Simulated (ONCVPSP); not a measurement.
**Pseudopotential generation for Si: ONCV, PBE**

Aim: build the potential from the settings below, then test how well it stands in for the atom: other configurations, scattering, ghost states and the plane-wave cutoff that it needs.

The numbers are computed with ONCVPSP 4.0.1 (PBE, scalar-relativistic, spin-unpolarised reference atom).

## Step 1: Starting point

The settings as typed:

```json
{"element": "silicon (Si, Z = 14)", "type": "optimised norm-conserving Vanderbilt (ONCV)", "frozen core": "[He]", "valence charge": "12", "reference configuration": "2s2 2p6 3s2 (charge +2)", "partial waves": "2s+3s: rc 1.05 bohr, ncon 5, nbas 8, qcut 10 1/bohr, 3 projectors, debl 2.1 Ha; 2p: rc 0.70 bohr, ncon 4, nbas 8, qcut 18.4 1/bohr, 2 projectors, debl 2.5 Ha; d scattering state at 0.33 Ha: rc 0.85 bohr, ncon 4, nbas 7, qcut 10.5 1/bohr, 2 projectors, debl 3.5 Ha", "local potential": "polynomial inside 0.55 bohr (lpopt 5, dvloc0 0 Ha)", "core correction": "polynomial model core, fcfact 0.7"}
```

The nodes and maxima of the atom's own shells, from an earlier all-electron run, set the scale for the radii.

All-electron outer shells of the reference configuration (PBE, scalar-relativistic, ld1.x):

```tsv
shell	level (eV)	outermost node (bohr)	outermost maximum (bohr)
1s	-1807.84	–	0.07
2s	-160.80	0.15	0.45
2p	-116.91	–	0.39
3s	-28.54	0.71	1.69
3p	-20.50	0.71	1.91
```

## Step 2: The generation run

Si.dat

```
# ATOM AND REFERENCE CONFIGURATION
# atsym  z   nc   nv     iexc    psfile
  Si 14.00    1    3        4      upf
#
#   n    l    f
    1    0    2.00
    2    0    2.00
    2    1    6.00
    3    0    2.00
#
# PSEUDOPOTENTIAL AND OPTIMIZATION
# lmax
    2
#
#   l,   rc,      ep,       ncon, nbas, qcut
    0    1.05    0.00    5    8   10.00
    1    0.70    0.00    4    8   18.40
    2    0.85    0.33    4    7   10.50
#
# LOCAL POTENTIAL
# lloc, lpopt,  rc(5),   dvloc0
    4    5    0.55    0.00
#
# VANDERBILT-KLEINMAN-BYLANDER PROJECTORs
# l, nproj, debl
    0    3    2.10
    1    2    2.50
    2    2    3.50
#
# MODEL CORE CHARGE
# icmod, fcfact, rcfact
    1    0.70    0.00
#
# LOG DERIVATIVE ANALYSIS
# epsh1, epsh2, depsh
   -7.00    5.00    0.04
#
# OUTPUT GRID
# rlmax, drl
    6.00    0.01
#
# TEST CONFIGURATIONS
# ncnf
    4
# nvcnf
#   n    l    f
    4
    2    0    2.00
    2    1    6.00
    3    0    2.00
    3    1    2.00
#
    4
    2    0    2.00
    2    1    6.00
    3    0    2.00
    3    1    1.00
#
    3
    2    0    2.00
    2    1    6.00
    3    0    1.00
#
    4
    2    0    1.00
    2    1    6.00
    3    0    2.00
    3    1    2.00
#
```

Started as:

```console
$ oncvpsp.x < Si.dat > Si.out
```

Output in Si.out (without the consistency checks and plot data):

```text
ONCVPSP  (Optimized Norm-Conservinng Vanderbilt PSeudopotential)
scalar-relativistic version 4.0.1

#   n    l    f        energy (Ha)
    1    0    2.00    -6.6436991E+01
    2    0    2.00    -5.9094299E+00
    2    1    6.00    -4.2963563E+00
    3    0    2.00    -1.0486860E+00

Reference configufation results
  iterations    25
  all-electron total energy (Ha)   -2.88964655D+02

Begin loop to  construct optimized pseudo wave functions
and semi-local pseudopoentials for all angular momenta

   Wellstate for l =  0  n =  5
     eigenvalue =   1.0513
     asymptotic potential =   1.5513
     half-point radius =  3.6499

Calculating optimized projector #   1

 for l=   0

    Fraction of norm inside rc  0.955949
    Optimizing pswf for qcut=  10.01 a_B^-1,  ecut=  50.09 Ha
    Residual kinetic energy error=  3.07D-05 Ha

    Energy error per electron        Cutoff
         Ha          eV             Ha
         0.01000     0.27211       23.71
         0.00100     0.02721       30.49
         0.00010     0.00272       36.69
         0.00001     0.00027      129.82

Calculating optimized projector #   2

 for l=   0

    Fraction of norm inside rc  0.071635
    Optimizing pswf for qcut=  10.01 a_B^-1,  ecut=  50.09 Ha
    Residual kinetic energy error=  4.48D-05 Ha

    Energy error per electron        Cutoff
         Ha          eV             Ha
         0.01000     0.27211       18.27
         0.00100     0.02721       24.73
         0.00010     0.00272       34.02
         0.00001     0.00027      133.37

Calculating optimized projector #   3

 for l=   0

    Fraction of norm inside rc  0.029961
    Optimizing pswf for qcut=  10.01 a_B^-1,  ecut=  50.09 Ha
    Residual kinetic energy error=  3.43D-05 Ha

    Energy error per electron        Cutoff
         Ha          eV             Ha
         0.01000     0.27211       15.97
         0.00100     0.02721       23.09
         0.00010     0.00272       31.36
         0.00001     0.00027       61.03

WARNING wellstate: negative energy specified for n= 3 l=  1
WARNING scattering state with energy  0.25000000
WARNING will be used for the first projector

   Wellstate for l =  1  n =  4
     eigenvalue =   0.2500
     asymptotic potential =   0.7500
     half-point radius =  3.0926

Calculating optimized projector #   1

 for l=   1

    Fraction of norm inside rc  0.771795
    Optimizing pswf for qcut=  18.40 a_B^-1,  ecut= 169.22 Ha
    Residual kinetic energy error=  2.97D-05 Ha

    Energy error per electron        Cutoff
         Ha          eV             Ha
         0.01000     0.27211      116.71
         0.00100     0.02721      140.33
         0.00010     0.00272      158.19
         0.00001     0.00027      291.73

Calculating optimized projector #   2

 for l=   1

    Fraction of norm inside rc  0.018293
    Optimizing pswf for qcut=  18.40 a_B^-1,  ecut= 169.22 Ha
    Residual kinetic energy error=  5.06D-06 Ha

    Energy error per electron        Cutoff
         Ha          eV             Ha
         0.01000     0.27211       82.64
         0.00100     0.02721      116.49
         0.00010     0.00272      143.00
         0.00001     0.00027      163.87

   Wellstate for l =  2  n =  4
     eigenvalue =   0.3300
     asymptotic potential =   0.8300
     half-point radius =  4.0962

   Wellstate for l =  2  n =  5
     eigenvalue =   3.8300
     asymptotic potential =   4.3300
     half-point radius =  2.3215

Calculating optimized projector #   1

 for l=   2

    Fraction of norm inside rc  0.019768
    Optimizing pswf for qcut=  10.52 a_B^-1,  ecut=  55.35 Ha
    Residual kinetic energy error=  1.43D-04 Ha

    Energy error per electron        Cutoff
         Ha          eV             Ha
         0.01000     0.27211       18.96
         0.00100     0.02721       38.73
         0.00010     0.00272       58.94
         0.00001     0.00027      199.64

Calculating optimized projector #   2

 for l=   2

    Fraction of norm inside rc  0.046799
    Optimizing pswf for qcut=  10.52 a_B^-1,  ecut=  55.35 Ha
    Residual kinetic energy error=  9.39D-04 Ha

    Energy error per electron        Cutoff
         Ha          eV             Ha
         0.01000     0.27211       35.16
         0.00100     0.02721       54.87
         0.00010     0.00272       76.50
         0.00001     0.00027      193.74

Construct Vanderbilt / Kleinmman-Bylander projectors

B matrix Hermiticity error, ll=   0
   1   2    5.7294E-04
   1   3    4.9116E-04
   2   3   -6.0676E-05

  Orthonormal projector coefficients  5.2995E+01  1.1429E+01  1.8407E+00

B matrix Hermiticity error, ll=   1
   1   2   -3.6327E-04

  Orthonormal projector coefficients -1.6593E+01 -4.1666E+00

B matrix Hermiticity error, ll=   2
   1   2    4.3365E-05

  Orthonormal projector coefficients -2.2932E+01 -3.9512E+00

Model core correction analysis
  based on d2Exc/dn_idn_j

d2excae - all-electron derivatives

   -8.352503D-02   -7.495782D-02   -5.095213D-03
   -7.496939D-02   -8.136150D-02   -4.984640D-03
   -5.222487D-03   -5.100646D-03   -6.475091D-04

d2excps - pseudofunction derivatives with no core correction

   -8.397577D-02   -7.971791D-02   -5.465732D-03
   -7.972959D-02   -8.366948D-02   -5.296360D-03
   -5.592873D-03   -5.412311D-03   -7.009552D-04

rms 2nd derivative error    2.387923E-03

Polynomial model core charge

d2excps - pseudofunction derivatives with core correction

   -7.681145D-02   -7.821270D-02   -4.657217D-03
   -7.822266D-02   -8.316311D-02   -5.106411D-03
   -4.784276D-03   -5.222343D-03   -6.105993D-04

rms 2nd derivative error    2.787093E-03

Pseudoatom total energy -100.951754

Diagnostic tests using Vanderbilt-Kleinman-Bylander pseudopotentials
  1 or more projectors used as specified by nproj input data

   l    rcore       rmatch      e in        delta e   norm test  slope test

   0   1.0504341   1.0823275  -5.9094299   0.0000116   1.0001915   1.0001719
   0   1.0504341   1.0823275  -1.0486860   0.0000153   1.0000559   1.0000386
   0   1.0504341   1.0823275   1.0513140   0.0001412   1.0002824   1.0002824

   1   0.7035648   0.7249265  -4.2963563  -0.0000911   1.0001818   1.0002353
   1   0.7035648   0.7249265   0.2500000  -0.0000171   1.0004312   1.0004312

   2   0.8519998   0.8778683   0.3300000   0.0000864   1.0001485   1.0001485
   2   0.8519998   0.8778683   3.8300000   0.0001185   1.0002853   1.0002853

 Testing for bound ghosts
   n   l    E NL Schr. Eq   E Basis Diag.   E Cutoff

   1   0       -5.909418       -5.909415    317.46
   2   0       -1.048671       -0.912765    317.46

   2   1       -4.296447       -4.292734    611.01

   3   2       -0.393154        0.317002    351.75

 Testing for highly-localized positive-energy ghosts
       l    <radius>/rc     E Basis Diag.   E Cutoff

Test configuration 0

   n   l     f        eae           eps        diff
   1   0  2.0000  -66.43699071
   2   0  2.0000   -5.90942986   -5.90941830    1.16D-05
   2   1  6.0000   -4.29635628   -4.29644739   -9.11D-05
   3   0  2.0000   -1.04868596   -1.04867068    1.53D-05

    Total energies and differences
      AE_ref= -2.88964655D+02  AE_tst= -2.88964655D+02  dif=  0.00D+00
      PS_ref= -1.00951754D+02  PS_tst= -1.00951754D+02  dif= -5.68D-14
      PSP excitation error=  5.68D-14

Test configuration 1

   n   l     f        eae           eps        diff
   1   0  2.0000  -65.63199305
   2   0  2.0000   -5.12654738   -5.12629208    2.55D-04
   2   1  6.0000   -3.51173570   -3.51299247   -1.26D-03
   3   0  2.0000   -0.39736459   -0.39731844    4.61D-05
   3   1  2.0000   -0.14998149   -0.14999998   -1.85D-05

    Total energies and differences
      AE_ref= -2.88964655D+02  AE_tst= -2.89836820D+02  dif= -8.72D-01
      PS_ref= -1.00951754D+02  PS_tst= -1.01823990D+02  dif= -8.72D-01
      PSP excitation error=  7.01D-05

Test configuration 2

   n   l     f        eae           eps        diff
   1   0  2.0000  -65.98789348
   2   0  2.0000   -5.47570426   -5.47550157    2.03D-04
   2   1  6.0000   -3.86146401   -3.86231394   -8.50D-04
   3   0  2.0000   -0.69950321   -0.69947673    2.65D-05
   3   1  1.0000   -0.42834919   -0.42837235   -2.32D-05

    Total energies and differences
      AE_ref= -2.88964655D+02  AE_tst= -2.89552380D+02  dif= -5.88D-01
      PS_ref= -1.00951754D+02  PS_tst= -1.01539512D+02  dif= -5.88D-01
      PSP excitation error=  3.27D-05

Test configuration 3

   n   l     f        eae           eps        diff
   1   0  2.0000  -67.01663042
   2   0  2.0000   -6.46352154   -6.46505939   -1.54D-03
   2   1  6.0000   -4.85157200   -4.85231114   -7.39D-04
   3   0  1.0000   -1.45115744   -1.45127658   -1.19D-04

    Total energies and differences
      AE_ref= -2.88964655D+02  AE_tst= -2.87716225D+02  dif=  1.25D+00
      PS_ref= -1.00951754D+02  PS_tst= -9.97032413D+01  dif=  1.25D+00
      PSP excitation error= -8.35D-05

Test configuration 4

   n   l     f        eae           eps        diff
   1   0  2.0000  -66.97581280
   2   0  1.0000   -6.14356511   -6.16799011   -2.44D-02
   2   1  6.0000   -4.55724069   -4.57153856   -1.43D-02
   3   0  2.0000   -0.81857058   -0.81980590   -1.24D-03
   3   1  2.0000   -0.51531644   -0.51555256   -2.36D-04

    Total energies and differences
      AE_ref= -2.88964655D+02  AE_tst= -2.84212668D+02  dif=  4.75D+00
      PS_ref= -1.00951754D+02  PS_tst= -9.61881573D+01  dif=  4.76D+00
      PSP excitation error= -1.16D-02
```

It took 4.5 s on 1 thread, shared host.

The projector energies used in the p channel were -4.296, 0.250 Ha; the program set a typed value aside.

Partial waves on a coarse radial grid (AE all-electron, PS pseudo):

```
r (bohr)   2p AE   2p PS
   0.053  0.1713  0.0813
   0.105  0.4775  0.2961
   0.158  0.7790  0.5961
   0.210  1.0125  0.8994
   0.262  1.1740  1.1503
   0.315  1.2704  1.3155
   0.368  1.3094  1.3832
   0.420  1.3053  1.3737
   0.473  1.2697  1.3149
   0.525  1.2136  1.2352
   0.578  1.1427  1.1490
   0.630  1.0653  1.0660
   0.683  0.9829  0.9828
   0.735  0.9017  0.9016
   0.788  0.8209  0.8207
   0.840  0.7448  0.7446
   0.893  0.6715  0.6714
   0.945  0.6045  0.6044
   0.998  0.5413  0.5412
   1.050  0.4843  0.4843
   1.102  0.4323  0.4323
   1.155  0.3842  0.3842
   1.208  0.3408  0.3407
   1.260  0.3025  0.3025
   1.313  0.2675  0.2675
   1.365  0.2369  0.2368
```

Densities times 4π (e/bohr³); a dash where the program caps the true core:

```
r (bohr)  pseudo valence  true core  model core
   0.053           61.89          –        1111
   0.158           128.2      273.9       267.8
   0.262           150.1      17.35       17.35
   0.368           109.3      1.112       1.112
   0.473           62.16     0.0756      0.0756
   0.578           32.92   0.005302    0.005302
   0.683           17.41  0.0003864   0.0003864
   0.788           9.132  2.858e-05   2.858e-05
   0.893           4.856  2.143e-06   2.143e-06
   0.998           2.728  1.781e-07   1.781e-07
   1.102           1.684          0           0
   1.208           1.151          0           0
   1.313          0.8734          0           0
```

## Step 3: The configuration tests of the same run

Excitation and ionisation energies from 2s2 2p6 3s2, with the error of the potential.

```csv
valence configuration,charge,ΔE all-electron (eV),error AE − PS (meV)
2s2 2p6 3s2 3p2,0,-23.733,+1.9
2s2 2p6 3s2 3p1,+1,-15.993,+0.9
2s2 2p6 3s1,+3,33.971,-2.3
2s1 2p6 3s2 3p2,+1,129.308,-316
```

## Step 4: Scattering by logarithmic derivatives

Taken from the files of the generation run. The phase is arctan(r·R′/R) of the radial function R, unwrapped, with energies in Ha. A pole is an energy at which the radial function vanishes at the test radius. The pseudo phase is shifted by a multiple of π to meet the all-electron one at the reference energy. Levels narrower than the energy grid can be missing from the poles. The last column is the largest difference on the grid between −0.5 and +0.5 Ha.

| channel | radius (bohr) | reference (Ha) | poles AE | poles PS | window around the reference with phases within 0.05 rad (Ha) | largest difference near zero (rad) |
| --- | --- | --- | --- | --- | --- | --- |
| s | 1.06 | -1.05 | -5.25 | -5.25 | the whole range | 0.000 |
| p | 0.71 | -4.30 | -0.85 | -0.85 | the whole range | 0.000 |
| d | 0.86 | 0.33 | none | none | the whole range | 0.000 |

Phases (rad) along the scan:

```
E (Ha)    s AE    s PS    p AE    p PS
 -6.96   0.200   0.200  -0.132  -0.132
 -6.32  -0.930  -0.930  -0.443  -0.443
 -5.68  -1.427  -1.427  -0.725  -0.725
 -5.04  -1.619  -1.619  -0.949  -0.949
 -4.40  -1.728  -1.728  -1.119  -1.119
 -3.76  -1.810  -1.810  -1.246  -1.246
 -3.12  -1.884  -1.884  -1.345  -1.345
 -2.48  -1.963  -1.963  -1.424  -1.424
 -1.84  -2.055  -2.055  -1.488  -1.488
 -1.20  -2.175  -2.175  -1.544  -1.544
 -0.56  -2.342  -2.342  -1.592  -1.592
  0.08  -2.588  -2.588  -1.636  -1.636
  0.72  -2.938  -2.938  -1.678  -1.678
  1.36  -3.358  -3.358  -1.718  -1.718
  2.00  -3.731  -3.731  -1.757  -1.757
  2.64  -3.997  -3.997  -1.798  -1.798
  3.28  -4.174  -4.174  -1.841  -1.841
  3.92  -4.296  -4.296  -1.887  -1.887
  4.56  -4.382  -4.382  -1.939  -1.939
```

## Step 5: Convergence and ghost test

Read off the output, the cutoffs (Ha) at which the residual kinetic energy of the hardest occupied pseudo-wave falls to 1 and 0.1 mHa per electron: 140 Ha and 158 Ha.

The program's own ghost test: no bound ghost flagged; no localised positive-energy state flagged.

Cutoff (Ha) at which the first wave of each channel reaches a given error (Ha per electron):

```
  error      s      p      d
1.0e-02   23.7  116.7   19.0
3.2e-03   27.2  129.0   28.5
1.0e-03   30.5  140.3   38.7
3.2e-04   33.3  149.4   48.6
1.0e-04   36.7  158.2   58.9
3.2e-05   48.1  169.4  111.5
1.0e-05  129.8  291.7  199.6
```

## Step 6: Results

| quantity | value |
| --- | --- |
| cutoffs for 1 and 0.1 mHa per electron, occupied waves | 140 Ha and 158 Ha |
| bound ghosts | none found |
| GHOST(+) flags | none at low energy |
| largest test error (AE − PS) | -316 meV, for 2s1 2p6 3s2 3p2 |
| largest phase difference near zero energy, channels read | 0.000 rad |
| rms error of d²Exc/dn², without and with the model core | 2.39 and 2.79 mHa |
| projector energies reset by the program | p: -4.296, 0.250 Ha |

By total energies transferability is fair for so large an energy: the largest error is 316 meV on 129.3 eV, for 2s1 2p6 3s2 3p2. That test lies far up in energy; among those under 40 eV, nearer to bonding, the largest error is 2.3 meV. The potential is very hard: the looser tolerance needs 140 Ha. At the looser tolerance the 2p wave is the slowest; 2s needs 30 Ha. No bound ghost shows below the valence levels. Near zero energy the phases of the channels with partial waves agree within 0.001 rad. These are tests on the free atom; a crystal test is still owed.
